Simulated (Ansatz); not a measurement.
# GeF₂ (triplet): from Hartree-Fock to the top rungs at a displaced geometry (v2), cc-pVDZ

One table from this session's results is given with a row withheld; the runs are named, their logs left out.

Computed with Ansatz 0.2.0, Gaussian basis. Level: cc-pVDZ, core rule «outside noble gas», up to 16 orbitals frozen.

To be run: UHF; CCSD(T) on ROHF; CCSD(T) on UHF; BCCD(T) on ROHF; CISD as a restricted active space (open shells left free, so some higher excitations enter); CCSDT(Q) on ROHF; CCSDT(Q) on UHF; CASSCF and MRCISD+Q, 14 electrons in 10 orbitals; CASSCF and NEVPT2, 14 electrons in 10 orbitals.

28 further runs of the same task are left out: 5 for a known fault of the program, 7 that didn't finish, 16 set aside as unsound or not needed. Runs told in other sessions of the task aren't counted.

## What is computed

The geometry is a PBE0/def2-TZVP stationary point (not a proven minimum) with its atoms shifted at random (size 0.100 Å). No spin-orbit coupling is included. The filled d shell of Ge may be among the frozen orbitals whatever the setting's name suggests.

3 atoms, charge 0, spin multiplicity 3.

Atoms are counted from 1 here; the program's logs count them from 0.

Bond lengths: Ge1–F2 1.741 Å, Ge1–F3 1.730 Å. Angles: F2–Ge1–F3 113.7°.

Set-up of the first run:

in.yaml reads:

```yaml
crystal:
  periodic: [false, false, false]
  atoms:
    - {symbol: Ge, position_ang: [0.043467, -0.323198, -0.002577]}
    - {symbol: F, position_ang: [-0.121407, 0.634083, -1.447232]}
    - {symbol: F, position_ang: [-0.044787, 0.601659, 1.457086]}
basis:
  gaussian: {orbitals: cc-pVDZ}
magnetization: {spin_polarized: true, initial_magnetization: 2}
hamiltonian: {xc: hf}
output: {orbitals: {seedname: orbitals}}
```

The run is started by

```sh
> ansatz run in.yaml --threads 1 --pin off --events-out ev --progress --plain --max-ram 2393MiB
```

Steps of the session up to this table: UHF; CCSD(T) on ROHF; CCSD(T) on UHF; BCCD(T) on ROHF; CISD as a restricted active space (open shells left free, so some higher excitations enter); CCSDT(Q) on ROHF; CCSDT(Q) on UHF; CASSCF and MRCISD+Q, 14 electrons in 10 orbitals; CASSCF and NEVPT2, 14 electrons in 10 orbitals.

One of the session's tables, all rows but one given; the rest of the session is left out.

It belongs to the step «Misses and costs». 

```
          method  from UCCSDT(Q) (kcal/mol)
            ROHF                    +283.80
             UHF                    +282.11
            RMP2                     +10.57
            UMP2                     +10.25
           RCCSD                      +6.77
           UCCSD                      +6.45
        RCCSD(T)                      +1.51
        UCCSD(T)                      +1.24
         BCCD(T)                          ?
          RCCSDT                      +1.04
          UCCSDT                      +0.77
       RCCSDT(Q)                      +0.39
       UCCSDT(Q)                          0
  CASSCF valence                    +250.23
  NEVPT2 valence                     +23.68
  MRCISD valence                     +21.73
MRCISD+Q valence                      +4.41
```

Q: Estimate the row for BCCD(T) from the others.

The run gave: from UCCSDT(Q) (kcal/mol): +1.36. In the column «from UCCSDT(Q) (kcal/mol)» it lies between UCCSD(T) (+1.24) and RCCSD(T) (+1.51).

Not comparable, so not listed: CISD as a restricted active space (open shells left free, so some higher excitations enter) (they don't share determinant, frozen orbitals or solution with the rows shown, or repeat one).

Limits of these values: Restricted and unrestricted rows rest on different reference determinants; a gap between their highest levels can come from leftover correlation error, from unlike frozen cores or from another state.
